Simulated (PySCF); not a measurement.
# How the numerical set-up moves the result for F

Aim: see how much the energy and properties of F depend on the numerical set-up.

Method: each script names its method and basis; program: PySCF 2.14.0.

1 further run of the same task is left out (it didn't finish).

### 1 The atom

F: 1 atom, charge 0, spin multiplicity 2.

### 2 The run that the others are compared with

The input, input.py:

```python
from pyscf import gto, scf, cc

mol = gto.M(
    atom='F 0 0 0',
    basis='def2-svpd',
    charge=0,
    spin=1,
    symmetry=True,
    verbose=4,
)
mf = scf.UHF(mol)
mf.kernel()
mycc = cc.CCSD(mf, frozen=1)
mycc.kernel()
e = mycc.eaccsd(nroots=8)[0]
print('roots (eV) =', (e*27.211386).round(3))
mf.dip_moment()
print('orbital energies (hartree):', [e[max(0, n-3):n+3].round(4) for e, n in zip(mf.mo_energy, mol.nelec)])
```

Run with:

```bash
OMP_NUM_THREADS=1 python input.py
```

Its log is not repeated here.

It gives: E(SCF) = -99.286476 Eh, 8 cycles, E(CCSD) − E(SCF) = -0.16112 Eh, ⟨S²⟩ = 0.752, attachment roots -3.211, 5.500, 5.707, 5.769, 6.186 eV.

Positive EA roots mean that the added electron is unbound.

### 3 6-31+g*

Variant 1 changes basis set: def2-svpd → 6-31+g*.

The input, input.py:

```python
from pyscf import gto, scf, cc

mol = gto.M(
    atom='F 0 0 0',
    basis='6-31+g*',
    charge=0,
    spin=1,
    symmetry=True,
    verbose=4,
)
mf = scf.UHF(mol)
mf.kernel()
mycc = cc.CCSD(mf, frozen=1)
mycc.kernel()
e = mycc.eaccsd(nroots=8)[0]
print('roots (eV) =', (e*27.211386).round(3))
mf.dip_moment()
print('orbital energies (hartree):', [e[max(0, n-3):n+3].round(4) for e, n in zip(mf.mo_energy, mol.nelec)])
```

Run with:

```bash
OMP_NUM_THREADS=1 python input.py
```

### 4 Cc-pvqz

Variant 2 changes basis set: def2-svpd → cc-pvqz.

Changes to input.py since step 2:

```diff
@@ -4,3 +4,3 @@
     atom='F 0 0 0',
-    basis='def2-svpd',
+    basis='cc-pvqz',
     charge=0,
```

### 5 Cartesian functions on

Variant 3 changes Cartesian functions: off → on.

Changes to input.py since step 2:

```diff
@@ -8,2 +8,3 @@
     symmetry=True,
+    cart=True,
     verbose=4,
```

### 6 Density fitting auto

Variant 4 changes density fitting: none → auto.

Changes to input.py since step 2:

```diff
@@ -11,2 +11,3 @@
 mf = scf.UHF(mol)
+mf = mf.density_fit()
 mf.kernel()
```

### 7 Def2-tzvp

Variant 5 changes basis set: def2-svpd → def2-tzvp.

Changes to input.py since step 2:

```diff
@@ -4,3 +4,3 @@
     atom='F 0 0 0',
-    basis='def2-svpd',
+    basis='def2-tzvp',
     charge=0,
```

What does the calculation give? Wanted: for each run, E(SCF); from base; gap, α spin; after the SCF.

As calculated:

```
                   run  E(SCF) (hartree)  from base (eV)  cycles  gap, α spin (eV)  functions                                                 after the SCF
                  base        -99.286476               0       8             26.10         23  CCSD correlation -4.384 eV, core frozen, first root -3.21 eV
               6-31+g*        -99.367521         -2.2054       8             26.60         18  CCSD correlation -3.789 eV, core frozen, first root -3.08 eV
               cc-pvqz        -99.408918         -3.3318       8             37.17         55  CCSD correlation -6.439 eV, core frozen, first root -2.77 eV
Cartesian functions on        -99.291105         -0.1260       8             23.96         25  CCSD correlation -4.378 eV, core frozen, first root -3.19 eV
  density fitting auto        -99.286411         +0.0018       8             26.10         23  CCSD correlation -4.386 eV, core frozen, first root -3.21 eV
             def2-tzvp        -99.407280         -3.2873       8             36.98         31  CCSD correlation -5.831 eV, core frozen, first root -2.66 eV
```

In words: Of the runs whose energies can be compared, “cc-pvqz” moves the SCF energy most (-3.332 eV). 6-31+g* (18 functions) gives an energy 2.21 eV lower than def2-svpd (23); size alone doesn't order basis sets of different families. cc-pvqz (55 functions) gives an energy 3.33 eV lower than def2-svpd (23). def2-tzvp (31 functions) gives an energy 3.29 eV lower than def2-svpd (23). The dearest run is “cc-pvqz”, at 15 s against 2.2 s.
